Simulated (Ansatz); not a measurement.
# C2H9AlOS: the cost of one run

Program: Ansatz 0.2.0. Level of theory: UKS PBE0-D4/STO-3G. These are calculated values, not measurements.

### Step 1. The starting structure

Bond lengths: Al1–S2 2.638 Å, Al1–C3 1.974 Å, Al1–O4 1.639 Å, Al1–C6 2.293 Å, S2–H7 1.328 Å, C3–H8 1.093 Å, C3–H9 1.091 Å, C3–H10 1.093 Å, O4–H11 0.946 Å, C6–H12 1.097 Å, C6–H13 1.085 Å, C6–H14 1.087 Å. Angles (14 of 20 angles, heavy atoms first): S2–Al1–C3 107.5°, S2–Al1–O4 108.5°, S2–Al1–C6 80.4°, C3–Al1–O4 132.7°, C3–Al1–C6 113.9°, O4–Al1–C6 101.4°, Al1–S2–H7 89.9°, Al1–C3–H8 109.7°, Al1–C3–H9 115.0°, Al1–C3–H10 110.9°, Al1–O4–H11 176.6°, Al1–C6–H12 72.5°, Al1–C6–H13 136.2°, Al1–C6–H14 112.0°.

Coordinates:

```xyz
14

Al    0.3329   -0.4938    0.1661
S     1.6138    1.2031   -1.3955
C    -0.5333   -1.8343   -0.9956
O     1.1457   -0.6125    1.5846
H     0.1766    1.2758   -0.3134
C    -0.9337    1.3843    0.5235
H     2.3605    1.5842   -0.3650
H    -1.0824   -1.3294   -1.7939
H    -1.2324   -2.5017   -0.4889
H     0.2125   -2.4671   -1.4832
H     1.6624   -0.6748    2.3741
H    -1.5239    0.5210    0.8542
H    -1.5873    2.0135   -0.0722
H    -0.6113    1.9318    1.4051
```

### Step 2. Run 1

150 steps of 0.5 fs at constant energy, with velocities drawn for 100 K.

File input.yaml:

```yaml
crystal:
  periodic: [false, false, false]
  atoms:
    - { symbol: Al, position_ang: [0.3329, -0.4938, 0.1661] }
    - { symbol: S, position_ang: [1.6138, 1.2031, -1.3955] }
    - { symbol: C, position_ang: [-0.5333, -1.8343, -0.9956] }
    - { symbol: O, position_ang: [1.1457, -0.6125, 1.5846] }
    - { symbol: H, position_ang: [0.1766, 1.2758, -0.3134] }
    - { symbol: C, position_ang: [-0.9337, 1.3843, 0.5235] }
    - { symbol: H, position_ang: [2.3605, 1.5842, -0.365] }
    - { symbol: H, position_ang: [-1.0824, -1.3294, -1.7939] }
    - { symbol: H, position_ang: [-1.2324, -2.5017, -0.4889] }
    - { symbol: H, position_ang: [0.2125, -2.4671, -1.4832] }
    - { symbol: H, position_ang: [1.6624, -0.6748, 2.3741] }
    - { symbol: H, position_ang: [-1.5239, 0.521, 0.8542] }
    - { symbol: H, position_ang: [-1.5873, 2.0135, -0.0722] }
    - { symbol: H, position_ang: [-0.6113, 1.9318, 1.4051] }
magnetization:
  spin_polarized: true
basis:
  gaussian: { orbitals: STO-3G }
hamiltonian:
  xc: pbe0
  dispersion: d4
md:
  timestep: 0.5
  n_steps: 150
  ensemble: nve
  temperature: 100.0
  initial_velocities: maxwell_boltzmann
  seed: 490635
```

On the command line:

```
> ansatz run input.yaml --threads 1 --pin off --max-ram 2048MiB --backend cpu --events-out ev --progress --plain --runs-dir out
```

**Question.** How long does this run take on 1 thread of AMD EPYC 9R45 (Zen 5), shared host, and how much memory does it need?

About 4.8 min, with a peak of 0.18 GiB.
